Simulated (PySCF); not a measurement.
**RuO₂⁺: rigid scans about the minimum**

Aim: map the energy of doublet RuO₂⁺ about its PBE0 minimum, with rigid distortions.

Program: PySCF 2.14.0. Level of theory: PBE0, basis Ru def2-TZVP with ECP28, O def2-TZVP, scalar-relativistic core potentials, no spin–orbit coupling, density fitting. These are calculated values, not measurements.

## (1) Starting geometry

3 atoms, charge 1, spin multiplicity 2.

Bond lengths: Ru1–O2 1.629 Å, Ru1–O3 1.629 Å. Angles: O2–Ru1–O3 132.9°.

Coordinates in bohr (charge 1 multiplicity 2):
```
Ru    0.1167   -0.2698    0.0000
O    -0.3717    0.8596    2.8224
O    -0.3717    0.8596   -2.8224
```

## (2) Real-space pictures of the lowest minimum

The plane holds Ru1 at (0.00, 0.00), O2 at (1.63, 0.00), O3 at (-1.11, 1.19) Å. Columns run from x = -3.15 to 4.05 Å, rows from y = 3.45 (top) to -1.95 Å, in steps of 0.3 Å. Electrons inside core potentials are absent.

Density (cut at 5 e/Å³):

Ten steps from '0' (0.000 e/Å³) to '9' (5.000 e/Å³), finer at the low end (step k begins (100^(k/10) - 1)/99 of the way up):
```
0000000000000000000000000
0000000000000000000000000
0000000000000000000000000
0000001110000000000000000
0000122321100000000000000
0001245653210000000000000
0001368985311000000000000
0002489997432111110000000
0002589997554333321100000
0002468987887555653200000
0001246779999778985310000
0000124589779889997410000
0000012489779889997410000
0000001369999778985310000
0000001247886556653200000
0000000124443233321000000
0000000011221111110000000
0000000000000000000000000
0000000000000000000000000
```

ELF (0 where the density is under 0.005 e/Å³):

Ten even steps from '0' (0.00) to '9' (0.90):
```
0000000000000000000000000
0000000000000000000000000
0000000110000000000000000
0000123432100000000000000
0001367775310000000000000
0003689997510000000000000
0015899998610000110000000
0026994288510012443100000
0026993377221125776310000
0026899884575248998620000
0025788736898369999841000
0013554258008474489851000
0001110169008475479851000
0000000169998379999741000
0000000147874158998520000
0000000124431037775310000
0000000011110014543100000
0000000000000001211000000
0000000000000000000000000
```

Highest occupied orbital at -15.63 eV (sign arbitrary; one member if degenerate):

Ten even steps from '0' (-1.12 Å^-3/2) to '9' (0.65 Å^-3/2):
```
6666666666666666666666666
6666666666666666666666666
6666666666666666666666666
6666666666666666666666666
6666666666666666666666666
6666556666666666666666666
6665555777666666666666666
6665543897666666666666666
6665532797655666666666666
6665544576434567776666666
6665555665202578876666666
6666555565543579955566666
6666665554455666134566666
6666665542135665334566666
6666665543345555455566666
6666665554455555555566666
6666666555555565556666666
6666666655556666666666666
6666666666666666666666666
```

Values on the line from Ru1 (at 0) through O2 (at 1.629 Å):

```
distance (Å)  density (e/Å³)    ELF  electrostatic potential (V)  spin density (e/Å³)
        0.73            2.77   0.44                           55               0.0201
        0.90            2.13  0.442                         37.2             -0.00127
        1.06            2.88   0.73                         39.4              -0.0167
        1.22            4.79  0.732                         72.1              -0.0308
        1.38            8.17  0.136                          192              -0.0409
        1.55             189  0.994                          959              -0.0215
        1.79              23   0.25                          364              -0.0414
        1.96            6.18  0.605                          108              -0.0351
        2.12             3.1  0.877                         41.4              -0.0207
        2.28            1.35  0.886                         18.9              -0.0102
        2.44           0.548  0.849                         10.5              -0.0045
        2.61           0.226   0.76                          7.1             -0.00194
```

Making the fields took 1.4 s on 2 threads of Arm Neoverse V2, shared host.

## (3) Breathing scan

One driver script runs all scans and calls PySCF for each point, on a (75, 302) grid.

Started as:

```sh
$ OMP_NUM_THREADS=2 python axn.py task.json out
```

A rigid scan with PBE0: all bonds to the central atom are scaled together. Each point starts from its neighbour's orbitals, and energies count from the minimum. Dipoles of the ion refer to the centre of mass.

```csv
scale of all bonds to the centre,energy (kJ/mol),dipole size (D),⟨S²⟩
0.88,358.4,2.53,0.75
0.92,140.1,2.66,0.75
0.96,30.9,2.75,0.76
1.00,0.0,2.81,0.76
1.04,24.0,2.85,0.77
1.08,85.1,2.86,0.80
1.14,216.9,2.80,1.04
1.22,346.8,2.23,2.31
1.35,518.0,2.04,3.18
```

The scan took 38 s.

⟨S²⟩ grows along the scan: the determinant mixes in higher spin as the pair uncouples.

## (4) Stretching one bond

A rigid scan with PBE0: the bond from Ru to the last atom (O) is scaled and the rest held.

```
scale of one bond  energy (kJ/mol)  dipole size (D)  ⟨S²⟩
             0.92             60.1             2.85  0.76
             0.96             13.3             2.80  0.76
             1.00              0.0             2.81  0.76
             1.05             15.4             2.85  0.78
             1.12             65.2             2.80  0.95
             1.20            128.1             2.70  1.20
             1.35            235.6             2.48  1.66
             1.55            319.1             2.14  2.12
             1.80            350.0             2.69  2.18
             2.20            371.0             2.40  2.22
```

The scan took 28 s.

⟨S²⟩ grows along the scan: the determinant mixes in higher spin as the pair uncouples.

## (5) Bending curve

A rigid scan with PBE0: the O–Ru–O angle changes, with bonds held.

```
bond angle (°)  energy (kJ/mol)  dipole size (D)  ⟨S²⟩
            80            238.5             3.82  1.40
            90            146.6             3.64  1.26
           100             82.4             3.55  1.10
           110             39.1             3.47  0.95
           120             12.5             3.30  0.81
           130              0.7             2.94  0.76
           140              3.7             2.47  0.75
           150             20.0             1.94  0.75
           160             44.2             1.36  0.76
           170             66.5             0.71  0.76
           180             75.9             0.00  0.76
```

The scan took 23 s.

Spin contamination is strong at some points.

## (6) Outcome

```
                quantity         value
    all bonds 4 % longer   24.0 kJ/mol
    one bond 20 % longer  128.1 kJ/mol
linear shape, bonds held   75.9 kJ/mol
```

In words: Shortening all bonds by 4 % costs 30.9 kJ/mol and lengthening them 24.0: the wall is steeper on the short side. Held rigid otherwise, the linear shape costs 76 kJ/mol. Other spin states or occupations of the open shell can lie lower.
